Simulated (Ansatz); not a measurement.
# KSr3 and its elements: a formation energy from the elements

Computed with Ansatz 0.2.0, Python API.

Notebook, run cell by cell (the value of a cell's last expression is shown):

```python
from collections import Counter
from dataclasses import dataclass
import warnings

import ansatz as az
import numpy as np


@dataclass
class Options:
    xc: str = 'PBEsol'
    ecut: int = 470
    k_spacing: float = 0.27
    filling: str = 'fermi_dirac'
    smearing_width: float = 0.05
```

```python
settings = Options()
```

```python
def solve(name, crystal):
    calc = crystal.calculation()
    calc = calc.functional(settings.xc)
    calc = calc.basis(settings.ecut)
    calc = calc.kpoints(spacing=settings.k_spacing).occupations(settings.filling, width=settings.smearing_width)
    calc = calc.stress()
    calc = calc.relax(force_tolerance=0.01, fix_cell=['shape'])
    return calc.run(threads=1, pin='off')
```

```python
def counts(outcome):
    return Counter(site.symbol for site in outcome.lattice.sites)
```

```python
def formation_energy(outcome, mu):
    n = counts(outcome)
    return (outcome.report['energy_sigma0_ev'] - sum(k * mu[element] for element, k in n.items())) / sum(n.values())
```

```python
def volume_per_atom(outcome):
    return abs(np.linalg.det(outcome.lattice.cell_ang)) / len(outcome.lattice.sites)
```

```python
warnings.simplefilter('ignore', az.DeckWarning)

phases = {}
ksr3 = (
    az.Lattice.from_parameters(6.152297, 6.152297, 6.152297, alpha=90.0, beta=90.0, gamma=90.0)
    .atom('K', (0.0, 0.0, 0.0))
    .atom('Sr', (0.5, 0.0, 0.5))
    .atom('Sr', (0.0, 0.5, 0.5))
    .atom('Sr', (0.5, 0.5, 0.0))
)
phases['KSr3'] = ksr3
k = (
    az.Lattice.from_parameters(4.524983, 4.524983, 4.524983, alpha=109.47122, beta=109.47122, gamma=109.47122)
    .atom('K', (0.0, 0.0, 0.0))
)
phases['K'] = k
sr = (
    az.Lattice.of((0.0, 3.04235, 3.04235), (3.04235, 0.0, 3.04235), (3.04235, 3.04235, 0.0))
    .atom('Sr', (0.0, 0.0, 0.0))
)
phases['Sr'] = sr
```

```python
done = {}
for name, crystal in phases.items():
    done[name] = solve(name, crystal)
    print(f'{name}: {done[name].report["energy_sigma0_ev"]:.4f} eV, {len(done[name].lattice.sites)} atoms')
```

    KSr3: -11992.2299 eV, 4 atoms
    K: -1516.0297 eV, 1 atoms
    Sr: -3492.2154 eV, 1 atoms

```python
# energy of one atom in its reference phase
references = {'K': 'K', 'Sr': 'Sr'}
mu = {element: done[name].report['energy_sigma0_ev'] / len(done[name].lattice.sites) for element, name in references.items()}

target = done['KSr3']
heat = formation_energy(target, mu)
n = counts(target)
print('cell content:', dict(n), ' volume', round(volume_per_atom(target), 3), 'A^3/atom')
print('formation energy', round(heat, 4), 'eV/atom,', round(heat * sum(n.values()), 4), 'eV per cell')
print('bound against the elements' if heat < 0 else 'unbound against the elements')
```

    cell content: {<Element.K: 'K'>: 1, <Element.SR: 'Sr'>: 3}  volume 55.657 A^3/atom
    formation energy 0.1115 eV/atom, 0.446 eV per cell
    unbound against the elements

Caveats:
- Total energies depend on the potentials; only differences at equal settings carry meaning.
- For the metals among these phases the mesh is modest: differences between phases can be off by up to 40 meV an atom.
- Atoms and volume are relaxed with the cell's shape held, which in cells of lower than cubic symmetry can hide stresses and shift volumes.
- The cells come from databases of deposited and of computed structures, and not all need be stable phases.
- The compound is the structure given, not necessarily its lowest; energies are at zero temperature, with no correction for gases. A semilocal functional's error on such energies is often 0.05 to 0.1 eV an atom, and 0.1 to 0.3 eV against gases such as O2 or F2.
- It ran for 16 s on 1 thread of Arm Neoverse V2 (shared host), peak memory 0.51 GiB.

(Lines on the test bed's own set-up are left out of the output.)
